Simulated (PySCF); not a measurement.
# BeCl at other levels of theory

What do other methods print for BeCl?

Computed with PySCF 2.14.0. Level: each script names its method and basis.

4 further runs of the same task are left out: 4 that didn't finish.

## Step 1: Starting geometry

BeCl: 2 atoms, charge 0, spin multiplicity 2.

Bond lengths: Be1–Cl2 1.795 Å.

## Step 2: The run that the others are compared with

input.py

```python
from pyscf import gto, scf, mp

mol = gto.M(
    atom='Be 0 0 0; Cl 0 0 1.795',
    basis='6-31g*',
    charge=0,
    spin=1,
    symmetry=True,
    verbose=4,
)
mf = scf.UHF(mol)
mf.kernel()
mp.MP2(mf).kernel()
mf.dip_moment()
print('orbital energies (hartree):', [e[max(0, n-3):n+3].round(4) for e, n in zip(mf.mo_energy, mol.nelec)])
```

Started as:

```bash
$ OMP_NUM_THREADS=1 python input.py
```

Its log is not repeated here.

It gives: E(SCF) = -474.149732 Eh, 10 cycles, E(MP2) − E(SCF) = -0.15430 Eh, ⟨S²⟩ = 0.752, μ = 1.28 D (of the SCF density).

The bond length is a typed value, not an optimised one.

## Step 3: SCF alone

Edit 1 changes step after the SCF: mp2 → none.

input.py

```python
from pyscf import gto, scf

mol = gto.M(
    atom='Be 0 0 0; Cl 0 0 1.795',
    basis='6-31g*',
    charge=0,
    spin=1,
    symmetry=True,
    verbose=4,
)
mf = scf.UHF(mol)
mf.kernel()
mf.dip_moment()
print('orbital energies (hartree):', [e[max(0, n-3):n+3].round(4) for e, n in zip(mf.mo_energy, mol.nelec)])
```

Started as:

```bash
$ OMP_NUM_THREADS=1 python input.py
```

## Step 4: Pw91 (UKS)

Edit 2 changes functional: none (Hartree–Fock) → pw91; SCF type: UHF → UKS; step after the SCF: mp2 → analyze.

input.py

```python
from pyscf import gto, dft

mol = gto.M(
    atom='Be 0 0 0; Cl 0 0 1.795',
    basis='6-31g*',
    charge=0,
    spin=1,
    symmetry=True,
    verbose=4,
)
mf = dft.UKS(mol, xc='pw91')
mf.kernel()
mf.analyze()
print('orbital energies (hartree):', [e[max(0, n-3):n+3].round(4) for e, n in zip(mf.mo_energy, mol.nelec)])
```

## Step 5: Pbesol (UKS)

Edit 3 changes functional: none (Hartree–Fock) → pbesol; SCF type: UHF → UKS; step after the SCF: mp2 → analyze.

input.py

```python
from pyscf import gto, dft

mol = gto.M(
    atom='Be 0 0 0; Cl 0 0 1.795',
    basis='6-31g*',
    charge=0,
    spin=1,
    symmetry=True,
    verbose=4,
)
mf = dft.UKS(mol, xc='pbesol')
mf.kernel()
mf.analyze()
print('orbital energies (hartree):', [e[max(0, n-3):n+3].round(4) for e, n in zip(mf.mo_energy, mol.nelec)])
```

What does the calculation give? Wanted: for each run, E(SCF); from base; gap, α spin; SCF dipole; after the SCF.

**Answer**, as computed:

| run | E(SCF) (hartree) | from base (eV) | cycles | gap, α spin (eV) | SCF dipole (D) | after the SCF |
| --- | --- | --- | --- | --- | --- | --- |
| base | -474.149732 | 0 | 10 | 11.15 | 1.28 | MP2 correlation -4.199 eV |
| SCF alone | -474.149732 | 0.0000 | 10 | 11.15 | 1.28 | n/a |
| pw91 (UKS) | -474.902196 | not comparable | 8 | 3.41 | 0.82 | n/a |
| pbesol (UKS) | -473.927278 | not comparable | 8 | 3.31 | 0.83 | n/a |

Total energies of different functionals can't be compared with each other; differences within one functional can.
